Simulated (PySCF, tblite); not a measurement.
# C2H8Ge2OSi: geometry, infrared bands and NMR shifts

What infrared bands and NMR shifts should C2H8Ge2OSi (`C#[C][Ge@H]([GeH3])[SiH2]O`) show?

Computed with tblite 0.8.0 and PySCF 2.14.0, with density-fitted response routines of our own, on a single molecule in the gas phase. Atoms count from 0, in the outputs and in this text.

## 1. The molecule as given

14 atoms, charge 0, multiplicity 1; geometry from: force field or distance geometry start.

Bonds of the start (Å): C0–C1 1.19, C1–Ge2 1.91, Ge2–Ge3 2.38, Ge2–Si4 2.29, Si4–O5 1.73, C0–H6 1.07, Ge2–H7 1.53, Ge3–H8 1.55, Ge3–H9 1.57, Ge3–H10 1.56, Si4–H11 1.47, Si4–H12 1.47, O5–H13 1.01.

## 2. Geometry optimisation with GFN2-xTB

What the job is given:

```
{"job": {"kind": "relax", "xc": "GFN2-xTB", "basis": "xTB"}, "charge": 0, "multiplicity": 1}
C     -1.843900     2.631500    -0.262300
C     -1.227200     1.610200    -0.314100
Ge    -0.217700    -0.006900    -0.393800
Ge    -1.460500    -1.667000     0.767100
Si     1.862300     0.359400     0.489800
O      2.514000    -1.119600     1.098200
H     -2.398400     3.541200    -0.223500
H     -0.125100    -0.415800    -1.862700
H     -2.558300    -1.027600     1.659600
H     -0.487400    -2.383100     1.767800
H     -2.091300    -2.677900    -0.237800
H      1.848700     1.381900     1.544400
H      2.698800     0.906200    -0.592400
H      3.485200    -1.132900     0.817600
```

Command:

```
$ OMP_NUM_THREADS=1 python probes_run.py task.json out
```

The driver reads the jobs from task.json and runs them one after another.

**Question.** This job is followed by: GFN2-xTB harmonic vibrations, gas phase; GIAO PBE0/pcSseg-1 NMR shielding, non-relativistic, gas phase. Predict these results of the whole session: strongest single infrared mode (GFN2-xTB); zero-point energy (GFN2-xTB); 13C shifts against TMS (PBE0/pcSseg-1); 1H shifts against TMS (PBE0/pcSseg-1, means over atoms taken as alike); 73Ge shifts against GeMe4 (PBE0/pcSseg-1); 29Si shifts against TMS (PBE0/pcSseg-1); 17O shifts against H2O (PBE0/pcSseg-1); surface potential, 1st and 99th percentile.

**Answer**, as computed:

| quantity | value |
| --- | --- |
| strongest single infrared mode (GFN2-xTB) | 798 cm⁻¹, 632 km/mol |
| zero-point energy (GFN2-xTB) | 48.2 kcal/mol |
| 13C shifts against TMS (PBE0/pcSseg-1) | 105.3, 85.9 ppm |
| 1H shifts against TMS (PBE0/pcSseg-1, means over atoms taken as alike) | 5.72, 5.61, 4.60, 3.54, 1.79, 0.59 ppm |
| 73Ge shifts against GeMe4 (PBE0/pcSseg-1) | -318, -335 ppm |
| 29Si shifts against TMS (PBE0/pcSseg-1) | -17.3 ppm |
| 17O shifts against H2O (PBE0/pcSseg-1) | 0.9 ppm |
| surface potential, 1st and 99th percentile | -1.00 V and 2.32 V |

Over 72 steps the energy fell by 0.503 eV; of the close pairs, Si4–O5 changed most, 1.727 to 1.625 Å. The lowest mode is imaginary (25i cm⁻¹), so the xTB geometry is not a minimum. The strongest single mode, at 798 cm⁻¹, has its largest shares on H8, H10 and H9 (the list is cut at 3 atoms). Unscaled tight-binding wavenumbers are off by several per cent, some by more. Its intensities can rank the bands wrongly. At PBE0/pcSseg-1: The widest tensor belongs to C1: span 293 ppm, with a paramagnetic part of -170 ppm. At PBE0/pcSseg-1, counted by nearest atom on the grid, the HOMO lies on C0 28 %; C1 21 %, the LUMO on Si4 18 %; Ge2 16 %. Spin-orbit coupling is left out, which matters for shieldings and couplings at and beside the heavy atoms.
